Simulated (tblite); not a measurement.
# C6H9SSi: the cost of one run

The runs use tblite 0.8.0 and PySCF 2.14.0, with density-fitted response routines of our own; the level of theory stands in each step. All values are computed, except where a source is named. Atoms count from 0, in the outputs and in this text.

**1. The starting structure**

17 atoms, charge 0, multiplicity 2; geometry from: force field or distance geometry start.

Bonds of the start (Å): Si0–S1 2.17, S1–C2 1.69, C2–C3 1.46, C3–C4 1.52, C4–C5 1.51, C5–C6 1.50, C6–C7 1.53, C5–C2 1.50, C7–C2 1.47, C7–C3 1.47, Si0–H8 1.45, Si0–H9 1.45, Si0–H10 1.47, C3–H11 1.09, C4–H12 1.12, C5–H13 1.09, C6–H14 1.10, C6–H15 1.10, C7–H16 1.08.

**2. Geometry optimisation with GFN2-xTB**

The job: settings as JSON, then the geometry in Å.

```
{"job": {"kind": "relax", "xc": "GFN2-xTB", "basis": "xTB"}, "charge": 0, "multiplicity": 2}
Si     2.786500     0.809000     0.482900
S      0.816700     1.137600     1.331400
C     -0.308700     0.168700     0.533200
C     -1.215900    -0.897800     0.950800
C     -0.512200    -1.781900    -0.065700
C     -0.251700    -0.490300    -0.808700
C     -1.443800     0.346300    -1.174200
C     -1.760800     0.319900     0.324200
H      3.364400     2.027700    -0.061000
H      3.663000     0.323200     1.536300
H      2.655200    -0.163700    -0.617000
H     -1.409000    -1.237400     1.964600
H     -1.256900    -2.455400    -0.553700
H      0.663000    -0.393800    -1.390800
H     -2.195800    -0.127300    -1.815800
H     -1.190300     1.387100    -1.436400
H     -2.410700     1.040000     0.789800
```

Run with:

```
> OMP_NUM_THREADS=1 python probes_run.py task.json out
```

One launch serves the whole session: the jobs run in the order shown.

**Question.** How long does this first job take on 1 thread of Arm Neoverse N1, shared host, and how much memory does it need?

About 2.5 s, with a peak of 0.18 GiB.
